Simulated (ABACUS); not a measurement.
HPbNO4:

```
Pb O N H
1.0
     4.20407    0.00000    0.00000
     2.02172    3.83951    0.00000
     2.04686    1.27900    6.28131
Pb O N H
1 4 1 1
Direct
  0.14426 0.92872 0.88352
  0.83108 0.65056 0.78405
  0.38694 0.22380 0.11295
  0.31104 0.03576 0.45856
  0.07726 0.60633 0.32275
  0.25670 0.28861 0.30171
  0.89145 0.68202 0.62796
```

The cell was built by a generator and needn't be a form met in nature.

Base run:

* Program: ABACUS 3.10.1
* Functional: TPSS
* Potentials or basis: SG15 ONCV 1.2 PBE
* Cutoff: 1361 eV
* Density cutoff: 5442 eV
* Basis: DZP LCAO (the cutoffs set its grid)
* k mesh: 7 × 7 × 5
* Occupations: fermi-dirac, width 0.05 eV
* Spin: no spin polarisation

Its results: band gap on the k mesh 2.90 eV, indirect (least direct gap 2.92 eV); pressure 3.7 GPa; largest force 1.758 eV/Å.

Question: After a change of settings the same cell gave: band gap on the k mesh 2.77 eV, indirect (least direct gap 2.79 eV); pressure 3.9 GPa; largest force 1.596 eV/Å. Which change was it?
A. functional from TPSS to PBEsol
B. functional from TPSS to LDA
C. functional from TPSS to PBE
D. functional from TPSS to revPBE

Answer: C.

TPSS gives the wider gap, since meta-GGAs in the generalised Kohn-Sham scheme recover part of the derivative discontinuity.

Caveats: the atomic orbitals were generated for these runs and aren't a published set; spin-orbit coupling is left out, which as a rule narrows the gap of such compounds by several tenths of an eV; an odd mesh through Γ misses points on the zone boundary, where band edges often lie; the basis of atomic orbitals isn't converged, which shifts pressures, moduli and gaps; the potentials were made for another functional, which shifts forces and pressure (some runs); forces of over 1 eV/Å show positions far from the minimum, so gaps and moduli don't describe the material at rest (some runs).
